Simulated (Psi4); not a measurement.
**A workflow on B3N3H6 (borazine)**

We compute a structure relaxation (BP86/def2-SVP), then the harmonic vibrations of B3N3H6 (borazine). 

The calculation is run with Psi4 1.11.

## Step 1: The system as given

B3N3H6: 12 atoms, total charge 0, spin state singlet. SMILES: `B1NBNBN1`. The coordinates come from a PBE0-D4/def2-TZVP relaxation. This is one conformer, not always the lowest. The run starts from this shape.

Bond lengths: B1–N2 1.425 Å, N2–B3 1.425 Å, B3–N4 1.425 Å, N4–B5 1.425 Å, B1–N6 1.425 Å, B5–N6 1.425 Å, B1–H7 1.197 Å, N2–H8 1.006 Å, B3–H9 1.197 Å, N4–H10 1.006 Å, B5–H11 1.197 Å, N6–H12 1.006 Å. Some angles: B1–N2–B3 122.9°, N2–B1–N6 117.1°, N2–B3–N4 117.1°, B3–N4–B5 122.9°, N4–B5–N6 117.1°, B1–N6–B5 122.9°, B1–N2–H8 118.6°, B3–N2–H8 118.6°, N2–B1–H7 121.4°, N6–B1–H7 121.4°.

## Step 2: A structure relaxation at BP86/def2-SVP (density fitting) (run 1)

calc.dat

```
memory 1600 MB

molecule molecule1 {
  0 1
  B     -1.37118528    -2.31155079     0.47934793
  N      0.99053774    -1.80773091     1.66923288
  B      2.39073031     0.45090755     1.23869658
  N      1.33218133     2.24586391    -0.46568521
  B     -1.01956394     1.86068103    -1.71802561
  N     -2.32277576    -0.43807631    -1.20345319
  H     -2.50745870    -4.22724175     0.87651167
  H      1.70047005    -3.10338383     2.86550511
  H      4.37201367     0.82454420     2.26517691
  H      2.28696545     3.85543814    -0.79948643
  H     -1.86444159     3.40260307    -3.14185865
  H     -3.98747330    -0.75203541    -2.06599978
  units bohr
}

set globals {
  geom_maxiter 60
}

result = opt("bp86/def2-SVP")
```

Started as:

```console
$ psi4 -i calc.dat -o calc.out -n 1
```

calc.out:

```text
[...]
  Running in c1 symmetry.
[...]
  Nuclear repulsion =  198.491702419520578
[...]
  Multiplicity = 1
[...]
  Nalpha       = 21
  Nbeta        = 21
[...]
    Number of basis functions: 114
[...]
   @DF-RKS iter   1:  -241.72103805931667    1.68138e-01   1.10963e-02 DIIS/ADIIS
[...]
   @DF-RKS iter   7:  -242.47450406635599   -2.21689e-12   1.18928e-09 DIIS
[...]
  @DF-RKS Final Energy:  -242.47450406635599
   => Energetics <=
    Nuclear Repulsion Energy =            196.4924946849436083
    One-Electron Energy =                -716.1068561732413400
    Two-Electron Energy =                 312.3572543479369301
    DFT Exchange-Correlation Energy =     -35.2173969259951818
    Empirical Dispersion Energy =           0.0000000000000000
    VV10 Nonlocal Energy =                  0.0000000000000000
    Total Energy =                       -242.4745040663559905
[...]
 Multipole Moments:
 ------------------------------------------------------------------------------------
     Multipole            Electronic (a.u.)      Nuclear  (a.u.)        Total (a.u.)
 ------------------------------------------------------------------------------------
 L = 1.  Multiply by 2.5417464519 to convert [e a0] to [Debye]
 Dipole X            :         -0.0000329            0.0000231           -0.0000098
 Dipole Y            :          0.0001416           -0.0001009            0.0000407
 Dipole Z            :         -0.0000720            0.0000419           -0.0000300
 Magnitude           :                                                    0.0000515
[...]
  -Total Gradient:
     Atom            X                  Y                   Z
    ------   -----------------  -----------------  -----------------
       1        0.000093182131     0.000158405006    -0.000033669332
       2        0.000043060145    -0.000042398156     0.000051957392
       3       -0.000147076682    -0.000031057906    -0.000075430853
       4        0.000154192849     0.000195415505    -0.000016179154
       5        0.000058015931    -0.000119686294     0.000105256839
       6       -0.000196578343    -0.000051761203    -0.000092071059
       7       -0.000009776229    -0.000024037374     0.000007419468
       8       -0.000011928339     0.000019976504    -0.000018501139
       9        0.000017845949    -0.000000233225     0.000011121282
      10       -0.000014462064    -0.000028956646     0.000008302761
      11       -0.000006297965     0.000011160495    -0.000010706934
      12        0.000025170702     0.000000438008     0.000015278342
[...]
```

Standard output:

```text
Optimizer: Optimization complete!
```

Run time: 47 s. Hardware: 1 thread of AMD EPYC 7R43 (Zen 3), shared host; peak memory 1 GiB.

The path in brief:

| step | energy from the first frame kept (eV) | largest force (eV/Å) |
| --- | --- | --- |
| 0 | 0.0000 | 0.7112 |
| 1 | -0.0504 | 0.0348 |
| 2 | -0.0506 | 0.0128 |

After the run. Bond lengths: B1–N2 1.438 Å, N2–B3 1.438 Å, B3–N4 1.438 Å, N4–B5 1.438 Å, B1–N6 1.438 Å, B5–N6 1.438 Å, B1–H7 1.217 Å, N2–H8 1.022 Å, B3–H9 1.217 Å, N4–H10 1.022 Å, B5–H11 1.217 Å, N6–H12 1.022 Å. Some angles: B1–N2–B3 122.9°, N2–B1–N6 117.1°, N2–B3–N4 117.1°, B3–N4–B5 122.9°, N4–B5–N6 117.1°, B1–N6–B5 122.9°, B1–N2–H8 118.5°, B3–N2–H8 118.5°, N2–B1–H7 121.5°, N6–B1–H7 121.5°.

## Step 3: Vibrational wavenumbers at BP86/def2-SVP (density fitting) (run 2)

b3h6n3.xyz

```xyz
12
B3H6N3
B     -0.732504    -1.234832     0.256063
N      0.528774    -0.965024     0.891065
B      1.277136     0.240889     0.661715
N      0.711259     1.199011    -0.248598
B     -0.544621     0.993917    -0.917717
N     -1.240078    -0.233915    -0.642473
H     -1.343615    -2.265220     0.469776
H      0.910256    -1.661244     1.533917
H      2.342760     0.441773     1.213882
H      1.224302     2.063942    -0.427959
H     -0.999066     1.823266    -1.683508
H     -2.134618    -0.402628    -1.105973
```

job.py

```python
import psi4

psi4.set_memory('1600 MB')
psi4.set_num_threads(1)
psi4.set_output_file('run.log', False)

with open('b3h6n3.xyz') as f:
    atoms = ''.join(f.readlines()[2:])
m = psi4.geometry('0 1\n' + atoms + '')

psi4.set_options({
    't': 700.0,
    'rotational_symmetry_number': 6,
})

e_tot, wfn = psi4.frequencies('bp86/def2-SVP', molecule=m, return_wfn=True)
print(f'bp86/def2-SVP energy: {e_tot:.10f} Eh')
print('wavenumbers / cm^-1:', wfn.frequencies().np.round(1))
```

Started as:

```console
$ python job.py
```

run.log:

```text
[...]
  Running in c1 symmetry.
[...]
  Nuclear repulsion =  196.502677520552368
[...]
  Multiplicity = 1
[...]
  Nalpha       = 21
  Nbeta        = 21
[...]
    Number of basis functions: 114
[...]
   @DF-RKS iter   1:  -241.73519876986811    7.01199e-02   1.09885e-02 DIIS/ADIIS
[...]
   @DF-RKS iter  12:  -242.47450087960186   -1.42109e-12   8.38364e-10 DIIS
[...]
  @DF-RKS Final Energy:  -242.47450087960186
   => Energetics <=
    Nuclear Repulsion Energy =            196.4922670204108215
    One-Electron Energy =                -716.1075081079478650
    Two-Electron Energy =                 312.3581187513426585
    DFT Exchange-Correlation Energy =     -35.2173785434074986
    Empirical Dispersion Energy =           0.0000000000000000
    VV10 Nonlocal Energy =                  0.0000000000000000
    Total Energy =                       -242.4745008796018624
[...]
  -Total Gradient:
     Atom            X                  Y                   Z
    ------   -----------------  -----------------  -----------------
       1        0.000140075529     0.000191019290    -0.000004616010
       2        0.000059964967    -0.000168826840     0.000118261306
       3       -0.000153053317    -0.000034086264    -0.000062836171
       4        0.000069725401     0.000172411021    -0.000035626051
       5       -0.000106090632     0.000136179026    -0.000278285754
       6        0.000418661928     0.000028477947     0.000352050553
       7       -0.000018574158    -0.000016264471     0.000005440166
       8       -0.000007809304     0.000017889972    -0.000020641724
       9        0.000017887859     0.000005220258     0.000008397570
      10       -0.000009636457    -0.000033459448     0.000000386940
      11        0.000172142941    -0.000294020480     0.000354944518
      12       -0.000566224608    -0.000069159248    -0.000389249750
[...]
  ==> Harmonic Vibrational Analysis <==
[...]
  Freq [cm^-1]                 267.4444            274.7517            396.8451
[...]
  IR activ [km/mol]             0.3088              0.2405             16.2244
[...]
  Freq [cm^-1]                 495.3574            544.9930            698.8708
[...]
  IR activ [km/mol]             0.2369              0.8928              0.1760
[...]
  Freq [cm^-1]                1219.0955           1260.3226           1344.4324
[...]
  IR activ [km/mol]             2.9272              0.0165              6.7445
[...]
  Freq [cm^-1]                1345.6321           1430.2040           1459.9506
[...]
  IR activ [km/mol]             5.7201             427.0397            430.7257
[...]
  Freq [cm^-1]                2539.5624           2539.6908           2550.3058
[...]
  IR activ [km/mol]            294.3863            294.0949             0.1135
[...]
  Freq [cm^-1]                3541.8204           3543.7768           3545.7976
[...]
  IR activ [km/mol]             7.3830             53.3880             46.6998
[...]
  Total E_0, Enthalpy at 0 [K]                                                         -242.38396929 [Eh]
[...]
```

The script printed:

```text
Warning: used thermodynamics relations inappropriate for low-frequency modes: ['267.4444' '274.7517' '396.8451' '495.3574' '544.9930']
bp86/def2-SVP energy: -242.4745037669 Eh
wavenumbers / cm^-1: [ 267.4  274.8  396.8  495.4  545.   698.9  699.8  709.7  830.3  890.7
  892.4  897.1  901.5  909.7  929.3 1004.5 1028.7 1047.4 1219.1 1260.3
 1344.4 1345.6 1430.2 1460.  2539.6 2539.7 2550.3 3541.8 3543.8 3545.8]
```

Wall time 18 min (1 thread of AMD EPYC 7R43 (Zen 3), shared host); peak memory 1 GiB.

## Step 4: Outcome

```
                                                                    quantity             value
                               run 1, BP86/def2-SVP: total energy at the end     -242.47450 Eh
                                         run 1, BP86/def2-SVP: dipole moment            0.00 D
                                           run 1, BP86/def2-SVP: HOMO energy          -6.81 eV
                                           run 1, BP86/def2-SVP: LUMO energy          -0.53 eV
                                         run 1, BP86/def2-SVP: HOMO–LUMO gap           6.28 eV
                            run 2, BP86/def2-SVP: lowest harmonic wavenumber          267 cm⁻¹
                           run 2, BP86/def2-SVP: highest harmonic wavenumber         3546 cm⁻¹
                                     run 2, BP86/def2-SVP: zero-point energy      237.7 kJ/mol
run 2, BP86/def2-SVP: ideal-gas entropy at 700 K (symmetry number 6 as used)  98.2 cal/(mol K)
```

The optimisation (run 1, BP86/def2-SVP) took 3 steps and changed the energy by -0.051 eV. All 30 modes (run 2, BP86/def2-SVP) are real, so the shape is a minimum at this level.
